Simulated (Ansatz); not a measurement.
# ErGaP2: from a guess to a relaxed structure

The task: take a trial cell of ErGaP2 to zero force and stress.

Computed with Ansatz 0.2.0 (DFT PBE, scalar-relativistic, plane waves, PAW; 4f electrons in the core of a trivalent norm-conserving potential, unless a step's input says otherwise).

**1. The starting structure**

Symmetry: R-3m, No. 166, trigonal system. The conventional cell has a = 3.626 Å, b = 3.626 Å, c = 20.519 Å, α = 90.00°, β = 90.00°, γ = 120.00°. Er (site symmetry -3m) has 6 P at 2.97 Å as nearest neighbours. Around Ga (site symmetry -3m) lie 6 P at 2.47 Å. P (site symmetry 3m) has 3 Ga at 2.47 Å and 3 Er at 2.97 Å as nearest neighbours.

As a file:

```cif
data_structure
_symmetry_space_group_name_H-M 'R-3m:H'
_symmetry_Int_Tables_number 166
_cell_length_a 3.6260
_cell_length_b 3.6260
_cell_length_c 20.5185
_cell_angle_alpha 90.000
_cell_angle_beta 90.000
_cell_angle_gamma 120.000
_cell_volume 233.64
loop_
_atom_site_label
_atom_site_type_symbol
_atom_site_symmetry_multiplicity
_atom_site_Wyckoff_symbol
_atom_site_fract_x
_atom_site_fract_y
_atom_site_fract_z
_atom_site_occupancy
Er1 Er 3 a 0.00000 0.00000 0.00000 1
Ga1 Ga 3 b 0.66667 0.33333 0.83333 1
P1 P 6 c 0.33333 0.66667 0.89757 1
```

The cell is invented: species swapped into a database cell of RbHoS2 (R-3m, No. 166), with Er on the Rb sites, Ga on the Ho sites and P on the S sites. Its size is a rough estimate.

**2. Probe: one point on a coarse mesh**

input.yaml reads:

```yaml
crystal:
  lattice:
    - [1.81301832, 1.04674662, 6.8395061]
    - [-1.81301832, 1.04674662, 6.8395061]
    - [0.0, -2.09349323, 6.8395061]
  atoms:
    - { symbol: Er, position: [0.0, 0.0, 0.0] }
    - { symbol: Ga, position: [0.5, 0.5, 0.5] }
    - { symbol: P, position: [0.2309, 0.2309, 0.2309] }
    - { symbol: P, position: [0.7691, 0.7691, 0.7691] }
basis:
  ecutwfc: 770
kpoints:
  mp_grid: { grid: [6, 6, 6] }
hamiltonian:
  xc: pbe
  pseudopotentials:
    kind: paw
    azcp: { Er: "pseudopotentials/pbe/nc/lanthanide_3plus/Er.nc.azcp" }
scf:
  occupations: { method: gaussian, width: 0.1 }
  lower_state_search: "off"
output:
  forces: true
  stress: true
  eigenvalues: true
```

Command:

```bash
$ ansatz run input.yaml --threads 1 --pin off --max-ram 2560MiB --backend cpu --events-out ev --progress --plain --runs-dir out
```

Further runs follow: a loose first relaxation; final relaxation.

Q: Predict the outcome of this session. Wanted: conventional cell; volume; energy over the elements, black P; gap on the mesh.

The runs gave:

| quantity | value |
| --- | --- |
| symmetry at the end (tolerance 0.05 Å) | space group R-3m (No. 166) |
| conventional cell | a = 3.838 Å, b = 3.838 Å, c = 18.605 Å, α = 90.00°, β = 90.00°, γ = 120.00° |
| volume | 19.78 Å³/atom |
| energy over the elements, black P | -0.63 eV/atom |
| gap on the mesh | none (metal) |

**Reading.** The space group R-3m (No. 166) is kept, and the volume per atom grows by 1.6 % from the first guess. A negative formation energy is needed for stability but isn't enough; other structures and compounds were not set against it here. No finished test with a distortion of lower symmetry is shown, so the end may be a saddle point. The runs treat Er without spin-orbit coupling. The lanthanide's 4f electrons sit in the core of its potential, so it is trivalent by construction and shows no f bands or moments.
